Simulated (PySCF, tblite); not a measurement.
# C₅H₄F₂O₃: dynamics, then NMR shifts on frames

How do NMR shifts of C₅H₄F₂O₃ (`O=C1OCC=C1OC(F)F`) change as the atoms move?

Computed with tblite 0.8.0 and PySCF 2.14.0, with density-fitted response routines of our own, on a single molecule in the gas phase. Atoms are numbered from 0 throughout.

## (1) Starting geometry

14 atoms, charge 0, multiplicity 1; geometry from: GFN2-xTB.

Bonds of the start (Å): O0–C1 1.20, C1–O2 1.34, O2–C3 1.42, C3–C4 1.49, C4–C5 1.34, C5–O6 1.36, O6–C7 1.37, C7–F8 1.34, C7–F9 1.35, C5–C1 1.50, C3–H10 1.10, C3–H11 1.10, C4–H12 1.07, C7–H13 1.10.

## (2) A short Langevin run with GFN2-xTB

What the job is given:

```
{"job": {"kind": "md", "xc": "GFN2-xTB", "basis": "xTB", "temperature": 300, "steps": 2000, "every": 50, "frames": 5}, "charge": 0, "multiplicity": 1}
O      0.557536     1.890810     0.791857
C     -0.237619     1.050933     0.473845
O     -1.567280     1.232202     0.499960
C     -2.246485     0.055104     0.105365
C     -1.174275    -0.933741    -0.196694
C      0.009490    -0.349635     0.010964
O      1.224557    -0.944952    -0.137031
C      2.341598    -0.158215    -0.212620
F      3.392950    -0.979346    -0.112702
F      2.422792     0.424856    -1.430796
H     -2.903207    -0.263982     0.922672
H     -2.868841     0.281049    -0.767717
H     -1.369871    -1.936447    -0.520494
H      2.417977     0.630891     0.551224
```

With the program's defaults for keys left out, this is: GFN2-xTB Langevin dynamics, gas phase.

On the command line:

```
$ OMP_NUM_THREADS=1 python probes_run.py task.json out
```

This one command runs all jobs of the session in turn.

The program printed:

```text
t/fs     T/K      E/eV
    0.0   232.4   -936.20771
   25.0   185.7   -935.94177
   50.0   245.3   -935.93967
   75.0   193.8   -935.85456
  100.0   176.1   -935.78791
  125.0   177.3   -935.67336
  150.0   258.7   -935.78058
  175.0   210.0   -935.61688
  200.0   257.3   -935.56937
  225.0   377.0   -935.72524
  250.0   389.3   -935.75388
  275.0   282.9   -935.69187
  300.0   230.4   -935.80850
  325.0   289.9   -935.89062
  350.0   267.5   -935.70884
  375.0   341.0   -935.78838
  400.0   310.5   -935.73696
  425.0   258.3   -935.57486
  450.0   372.8   -935.84999
  475.0   275.3   -935.75116
  500.0   314.1   -935.91105
  525.0   254.6   -935.83413
  550.0   242.6   -935.86632
  575.0   272.3   -935.83149
  600.0   363.3   -935.87226
  625.0   200.4   -935.64390
  650.0   247.2   -935.55549
  675.0   303.3   -935.79703
  700.0   268.5   -935.83773
  725.0   208.7   -935.77554
  750.0   260.9   -935.86099
  775.0   223.2   -935.83181
  800.0   291.7   -935.85365
  825.0   299.6   -935.74830
  850.0   301.7   -935.75944
  875.0   264.9   -935.81642
  900.0   255.5   -935.79425
  925.0   254.8   -935.65533
  950.0   352.7   -935.83046
  975.0   278.3   -935.57889
 1000.0   277.0   -935.68518
```

Run time: 18 s. Hardware: 1 thread of Intel Xeon Platinum 8259CL at 2.50GHz, shared host; peak memory 0.18 GiB.

Distance from the start (root mean square after alignment): 0 fs 0.00 Å, 200 fs 0.36 Å, 400 fs 0.09 Å, 600 fs 0.11 Å, 800 fs 0.13 Å, 1000 fs 0.22 Å.

Positions (Å) and forces (eV/Å) at 1000 fs:

```xyz
14

O     0.282    1.752    0.738   -0.084   -1.028    0.198
C    -0.265    0.673    0.673   -0.687    1.353   -0.851
O    -1.581    0.595    0.431   -0.230    0.739   -0.398
C    -2.045   -0.716    0.476   -0.576   -0.665   -0.102
C    -0.835   -1.560    0.766    0.443    0.563   -0.217
C     0.207   -0.712    0.766    1.333   -0.142    0.930
O     1.554   -0.914    1.011   -0.861    1.046    0.248
C     2.360    0.241    1.004    0.946   -1.560    0.220
F     3.547   -0.300    1.417    0.025    0.293   -0.545
F     2.486    0.639   -0.276    0.244    0.183    0.610
H    -2.748   -0.680    1.324   -0.221   -0.629   -0.307
H    -2.577   -0.988   -0.497    0.558    0.277    1.132
H    -0.816   -2.617    0.953   -0.115    0.095   -0.215
H     2.256    1.097    1.720   -0.776   -0.526   -0.703
```

## (3) NMR shieldings: 250 fs, PBE0/pcSseg-1

What the job is given:

```
{"job": {"kind": "nmr", "xc": "PBE0", "basis": "pcSseg-1", "pop": false}, "charge": 0, "multiplicity": 1}
O      0.216900     1.609600     0.843900
C     -0.486800     0.700600     0.441400
O     -1.792400     0.822100     0.278400
C     -2.427600    -0.454500    -0.064100
C     -1.220000    -1.389100    -0.238800
C     -0.144800    -0.727100     0.115900
O      1.170400    -1.136700     0.127900
C      2.247400    -0.300700     0.263800
F      3.310100    -1.094500     0.205100
F      2.230000     0.544500    -0.758700
H     -3.164300    -0.773100     0.686400
H     -2.971000    -0.195300    -0.937600
H     -1.140700    -2.422100    -0.480100
H      2.302300     0.164900     1.227500
```

With the program's defaults for keys left out, this is: GIAO PBE0/pcSseg-1 NMR shielding, non-relativistic, gas phase.

The program printed:

```text
coarse grid: 13344 points
cycle   1  E = -617.2055256129  dE =  2.144e+00  |g| = 1.198e+00  |ddm| = 3.549e+00
cycle   2  E = -616.6155317861  dE =  5.900e-01  |g| = 2.151e+00  |ddm| = 2.222e+00
cycle   3  E = -617.4289688437  dE = -8.134e-01  |g| = 4.019e-01  |ddm| = 1.736e+00
cycle   4  E = -617.4577336217  dE = -2.876e-02  |g| = 1.105e-01  |ddm| = 3.234e-01
cycle   5  E = -617.4595325375  dE = -1.799e-03  |g| = 3.739e-02  |ddm| = 7.794e-02
cycle   6  E = -617.4597953016  dE = -2.628e-04  |g| = 9.217e-03  |ddm| = 3.029e-02
cycle   7  E = -617.4598091964  dE = -1.389e-05  |g| = 2.574e-03  |ddm| = 6.708e-03
cycle   8  E = -617.4598103699  dE = -1.174e-06  |g| = 5.976e-04  |ddm| = 2.167e-03
final grid: 134360 points
cycle   9  E = -617.5641815041  dE = -2.879e-05  |g| = 1.600e-02  |ddm| = 2.753e-02
cycle  10  E = -617.5640964351  dE =  8.507e-05  |g| = 2.676e-02  |ddm| = 2.603e-02
cycle  11  E = -617.5642254345  dE = -1.290e-04  |g| = 2.786e-03  |ddm| = 1.788e-02
cycle  12  E = -617.5642268658  dE = -1.431e-06  |g| = 5.281e-04  |ddm| = 2.032e-03
cycle  13  E = -617.5642269065  dE = -4.072e-08  |g| = 2.403e-04  |ddm| = 4.806e-04
cycle  14  E = -617.5642269169  dE = -1.035e-08  |g| = 5.769e-05  |ddm| = 1.699e-04
cycle  15  E = -617.5642269174  dE = -5.352e-10  |g| = 2.109e-05  |ddm| = 4.785e-05
converged SCF energy = -617.5642269174

GIAO shielding tensors (ppm)
atom      isotropic    diamagn.    paramagn.     s11        s22        s33       span
  0 O      -81.066     402.314    -483.380   -325.914   -221.988    304.703    630.616
  1 C       12.918     250.436    -237.518    -78.642     52.146     65.251    143.893
  2 O      114.857     399.787    -284.929    -89.141    203.602    230.111    319.252
  3 C      111.093     245.173    -134.080     85.731     94.355    153.193     67.462
  4 C       66.657     256.576    -189.919    -37.023     81.650    155.343    192.366
  5 C       31.920     259.489    -227.569    -61.654     67.517     89.897    151.550
  6 O      169.716     399.093    -229.377    137.169    150.849    221.131     83.962
  7 C       68.469     238.450    -169.981     50.677     71.298     83.432     32.755
  8 F      280.538     466.951    -186.412    193.508    302.018    346.090    152.582
  9 F      269.431     475.038    -205.607    200.841    272.134    335.317    134.476
 10 H       26.421      26.669      -0.248     23.179     24.538     31.547      8.368
 11 H       26.920      28.475      -1.555     23.340     25.354     32.067      8.727
 12 H       25.174      30.901      -5.727     22.908     23.935     28.678      5.770
 13 H       24.713      29.034      -4.321     20.302     25.554     28.285      7.983
```

Run time: 43 s. Hardware: 1 thread of Intel Xeon Platinum 8259CL at 2.50GHz, shared host; peak memory 0.83 GiB.

Shifts follow as δ = σ(reference) − σ, with reference shieldings (ppm) from runs at the same level and on the same kind of geometry: 1H TMS 31.72, 13C TMS 186.9, 19F CFCl3 170.9, 17O H2O 336.1. The references are single molecules in the gas phase, so shifts against H2O, NH3, PH3, H3PO4 or CFCl3 are not on the usual liquid scales and can be off by tens of ppm. Each atom is listed at this fixed geometry, with no averaging over motion; a spectrum would average atoms that exchange fast.

```tsv
atoms	environment	σ (ppm)	δ (ppm)
C1	ester carbonyl carbon	12.9	174.0
C5	alkene carbon bearing oxygen	31.9	155.0
C4	β carbon of a C=C–C=O unit	66.7	120.3
C7	sp3 CH bonded to 2 F and O	68.5	118.5
C3	allylic sp3 CH2 bonded to O	111.1	75.8
H13	hydrogen on an sp3 CH bonded to 2 F and O	24.71	7.00
H12	hydrogen on a β carbon of a C=C–C=O unit	25.17	6.54
H10	hydrogen on an allylic sp3 CH2 bonded to O	26.42	5.30
H11	hydrogen on an allylic sp3 CH2 bonded to O	26.92	4.80
O0	ester carbonyl oxygen	-81.1	417.1
O2	ester alkoxy oxygen	114.9	221.2
O6	ether oxygen	169.7	166.4
F9	fluorine of a CF2 group	269.4	-98.5
F8	fluorine of a CF2 group	280.5	-109.6
```

Ring of atoms C1, O2, C3, C4, C5: NICS(0) -6.1, NICS(1) -4.3, NICS(1)zz -6.4 ppm (means of both faces).

Orbitals, density, ELF and potential are computed afterwards from the orbital file.

Frontier orbitals at PBE0/pcSseg-1, with the share of their density that lies nearest to each atom:

```tsv
orbital	energy (eV)	lies on
HOMO	-8.11	C4 30 %; O6 23 %; C5 19 %
LUMO	-1.53	C1, C4 about 22 % each; C5 18 %; O0 14 %
```

ELF in a plane through or near 10 of the atoms.

Values, 10 rows by 14 columns:
```
0.00 0.00 0.00 0.00 0.00 0.00 0.00 0.00 0.00 0.00 0.00 0.00 0.00 0.00
0.00 0.00 0.00 0.00 0.00 0.01 0.13 0.11 0.00 0.00 0.00 0.00 0.00 0.00
0.00 0.00 0.00 0.00 0.00 0.33 0.85 0.66 0.02 0.27 0.01 0.00 0.00 0.00
0.00 0.00 0.00 0.01 0.01 0.62 0.65 0.63 0.68 0.89 0.12 0.00 0.00 0.00
0.00 0.00 0.00 0.24 0.87 0.09 0.15 0.35 0.58 0.77 0.35 0.10 0.00 0.00
0.00 0.01 0.56 0.62 0.20 0.80 0.75 0.16 0.47 0.50 0.80 0.33 0.00 0.00
0.00 0.01 0.63 0.42 0.21 0.79 0.71 0.70 0.22 0.58 0.09 0.02 0.00 0.00
0.00 0.00 0.06 0.36 0.03 0.50 0.23 0.44 1.00 0.83 0.01 0.00 0.00 0.00
0.00 0.00 0.00 0.00 0.00 0.00 0.00 0.06 0.67 0.09 0.00 0.00 0.00 0.00
0.00 0.00 0.00 0.00 0.00 0.00 0.00 0.00 0.00 0.00 0.00 0.00 0.00 0.00
```
The map spans 12.0 Å across and 9.4 Å up, centred on the molecule. Atoms in the plane (x, y in Å): O0 (-0.5, 2.0), C1 (0.3, 1.1), O2 (1.6, 1.3), C3 (2.3, 0.0), C4 (1.2, -1.0), C5 (0.0, -0.4), O6 (-1.2, -0.9), C7 (-2.4, -0.1), F8 (-3.4, -1.0), H12 (1.2, -2.1).

On the surface of density 0.002 e/bohr³ the electrostatic potential runs, from the 1st to the 99th percentile, from -1.69 V near O0 to 1.68 V near H10.

## (4) NMR shieldings: 425 fs, PBE0/pcSseg-1

What the job is given:

```
{"job": {"kind": "nmr", "xc": "PBE0", "basis": "pcSseg-1", "pop": false}, "charge": 0, "multiplicity": 1}
O     -0.129500     1.754100     0.357400
C     -0.628500     0.677100     0.377700
O     -1.891500     0.456600     0.139800
C     -2.215100    -0.994500     0.101800
C     -0.838300    -1.658400     0.076700
C      0.092100    -0.668600     0.393400
O      1.434500    -0.937600     0.634600
C      2.358600    -0.025200     0.317200
F      3.522600    -0.516400     0.692000
F      2.466700     0.173700    -1.073900
H     -2.891100    -1.304900     0.899800
H     -2.858900    -0.932700    -0.803800
H     -0.653400    -2.692200    -0.072600
H      2.143800     1.003300     0.631500
```

With the program's defaults for keys left out, this is: GIAO PBE0/pcSseg-1 NMR shielding, non-relativistic, gas phase.

The program printed:

```text
coarse grid: 13344 points
cycle   1  E = -617.1867374896  dE =  1.998e+00  |g| = 1.215e+00  |ddm| = 3.498e+00
cycle   2  E = -616.5958762712  dE =  5.909e-01  |g| = 2.176e+00  |ddm| = 2.298e+00
cycle   3  E = -617.4273982935  dE = -8.315e-01  |g| = 3.408e-01  |ddm| = 1.776e+00
cycle   4  E = -617.4468837225  dE = -1.949e-02  |g| = 1.200e-01  |ddm| = 2.924e-01
cycle   5  E = -617.4490918314  dE = -2.208e-03  |g| = 3.526e-02  |ddm| = 8.340e-02
cycle   6  E = -617.4493295206  dE = -2.377e-04  |g| = 9.793e-03  |ddm| = 3.104e-02
cycle   7  E = -617.4493456459  dE = -1.613e-05  |g| = 3.638e-03  |ddm| = 8.427e-03
cycle   8  E = -617.4493484667  dE = -2.821e-06  |g| = 1.051e-03  |ddm| = 3.162e-03
final grid: 134360 points
cycle   9  E = -617.5535305246  dE = -1.897e-05  |g| = 1.659e-02  |ddm| = 2.663e-02
cycle  10  E = -617.5534327375  dE =  9.779e-05  |g| = 2.814e-02  |ddm| = 2.854e-02
cycle  11  E = -617.5535790194  dE = -1.463e-04  |g| = 2.728e-03  |ddm| = 1.956e-02
cycle  12  E = -617.5535804952  dE = -1.476e-06  |g| = 4.988e-04  |ddm| = 2.107e-03
cycle  13  E = -617.5535805348  dE = -3.961e-08  |g| = 1.920e-04  |ddm| = 4.296e-04
cycle  14  E = -617.5535805413  dE = -6.501e-09  |g| = 5.632e-05  |ddm| = 1.380e-04
cycle  15  E = -617.5535805417  dE = -4.413e-10  |g| = 2.140e-05  |ddm| = 4.344e-05
converged SCF energy = -617.5535805417

GIAO shielding tensors (ppm)
atom      isotropic    diamagn.    paramagn.     s11        s22        s33       span
  0 O      -62.297     401.837    -464.134   -306.609   -187.100    306.817    613.426
  1 C       22.770     250.202    -227.432    -69.360     58.834     78.835    148.195
  2 O      120.576     400.150    -279.574    -57.678    191.181    228.226    285.904
  3 C      106.255     245.556    -139.301     79.767     91.424    147.575     67.808
  4 C       43.305     255.607    -212.303    -72.767     55.491    147.189    219.956
  5 C       19.855     256.744    -236.889    -92.047     62.066     89.546    181.593
  6 O      166.234     397.538    -231.303    110.091    153.111    235.501    125.410
  7 C       65.599     241.322    -175.723     46.992     65.446     84.359     37.367
  8 F      284.398     465.894    -181.496    209.447    305.490    338.257    128.810
  9 F      238.338     475.494    -237.157    124.600    226.882    363.530    238.930
 10 H       26.423      26.875      -0.452     23.578     24.706     30.985      7.408
 11 H       25.597      27.311      -1.714     21.446     24.557     30.786      9.340
 12 H       24.519      31.284      -6.765     21.472     24.120     27.964      6.492
 13 H       23.508      28.428      -4.920     19.841     23.184     27.499      7.658
```

Wall time 33 s (1 thread of Intel Xeon Platinum 8259CL at 2.50GHz, shared host); peak memory 0.84 GiB.

Key values: δ C5 167.1, C1 164.2, C4 143.6, C7 121.3, H13 8.21, H12 7.20 ppm.

(Part 1 of 2 ends here.)
